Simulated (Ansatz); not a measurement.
**CH6AlNOSi: a ladder of functionals and wavefunction methods**

Aim: compute CH6AlNOSi with functionals from several rungs and with coupled cluster. The yardstick is the atomisation energy at the CCSD(T) limit.

Computed with Ansatz 0.2.0, Gaussian basis. Level: functionals in def2-TZVPP, the program's frozen cores in correlated methods.

Plan: PBE-D4, r2SCAN-D4, PBE0-D4, B3LYP-D4, ωB97X-V, ωB97M-V, B2PLYP; CCSD(T)/def2-TZVPP; MP2/def2-QZVPP; extrapolation to the limit.

### 1 The geometry

An earlier PBE0-D4 in a triple-zeta def2 set relaxation fixed the geometry.

11 atoms, charge 0, spin multiplicity 1.

Atoms are counted from 1 here; the program's logs count them from 0.

Bond lengths: N1–C2 1.531 Å, N1–Al3 2.004 Å, N1–H6 1.011 Å, N1–H7 1.012 Å, C2–Al3 1.930 Å, C2–H8 1.087 Å, C2–H9 1.087 Å, Al3–O4 1.755 Å, Al3–Si5 2.270 Å, O4–Si5 1.682 Å, Si5–H10 1.494 Å, Si5–H11 1.493 Å. Angles: C2–N1–Al3 64.6°, C2–N1–H6 114.2°, C2–N1–H7 113.4°, Al3–N1–H6 126.8°, Al3–N1–H7 120.2°, H6–N1–H7 108.9°, N1–C2–Al3 69.7°, N1–C2–H8 111.1°, N1–C2–H9 110.6°, Al3–C2–H8 123.4°, Al3–C2–H9 122.6°, H8–C2–H9 110.1°, N1–Al3–C2 45.8°, N1–Al3–O4 117.6°, N1–Al3–Si5 137.8°, C2–Al3–O4 130.7°, C2–Al3–Si5 175.9°, O4–Al3–Si5 47.3° and more.

### 2 PBE-D4 (GGA)

in.yaml

```yaml
crystal:
  periodic: [false, false, false]
  atoms:
    - {symbol: N, position_ang: [-0.222369, 0.768540, 1.391006]}
    - {symbol: C, position_ang: [-0.550023, -0.716758, 1.564053]}
    - {symbol: Al, position_ang: [0.167709, -0.389194, -0.197519]}
    - {symbol: O, position_ang: [-0.636252, 0.004251, -1.706925]}
    - {symbol: Si, position_ang: [0.923980, -0.128953, -2.321826]}
    - {symbol: H, position_ang: [0.446405, 1.125573, 2.059578]}
    - {symbol: H, position_ang: [-1.040873, 1.363323, 1.397661]}
    - {symbol: H, position_ang: [-1.609534, -0.863411, 1.760236]}
    - {symbol: H, position_ang: [0.041910, -1.148527, 2.366703]}
    - {symbol: H, position_ang: [1.450514, 1.124859, -2.940571]}
    - {symbol: H, position_ang: [1.093833, -1.196604, -3.351796]}
basis:
  gaussian: {orbitals: def2-TZVPP}
hamiltonian: {xc: pbe, dispersion: d4}
output: {forces: true, orbitals: {seedname: orbitals}}
```

Run with:

```bash
$ ansatz run in.yaml --threads 4 --pin off --events-out ev --progress --plain --max-ram 10444MiB
```

Further steps of the session: r2SCAN-D4 (meta-GGA); PBE0-D4 (hybrid); B3LYP-D4 (hybrid); ωB97X-V (range-separated); ωB97M-V (range-separated); B2PLYP (double hybrid); CCSD(T) in def2-TZVPP; MP2 in def2-QZVPP.

Before running them: what should the planned runs give, taken together? Wanted: atomisation energy, CCSD(T)/CBS; farthest; mean size of error, hybrid; mean size of error, range-separated; gap, smallest and largest; T1 diagnostic; triples share of the correlation energy.

**Answer**, as computed:

| quantity | value |
| --- | --- |
| atomisation energy, CCSD(T)/CBS | 3808.9 kJ/mol |
| functionals within 19.0 kJ/mol (0.5 %) | r2SCAN-D4, B3LYP-D4, ωB97X-V, ωB97M-V |
| farthest | B2PLYP (-55.7 kJ/mol) |
| mean size of error, hybrid | 20.0 kJ/mol |
| mean size of error, range-separated | 11.9 kJ/mol |
| gap, smallest and largest | 3.15 eV (PBE-D4), 9.08 eV (ωB97X-V) |
| T1 diagnostic | 0.0131 |
| triples share of the correlation energy | 4.0 % |

**Reading.** PBE-D4 is off by +54.4 kJ/mol. Double hybrids carry the basis error of their MP2 part in triple zeta, and no dispersion term here, so their miss is partly the set-up's. Misses under about 19.0 kJ/mol are within the doubt on the reference itself, which lacks core-valence correlation, relativity and higher excitations. Hartree-Fock recovers 69 % of the binding; the rest is correlation. Orbital gaps span 3.1 to 9.1 eV; exact exchange widens them.
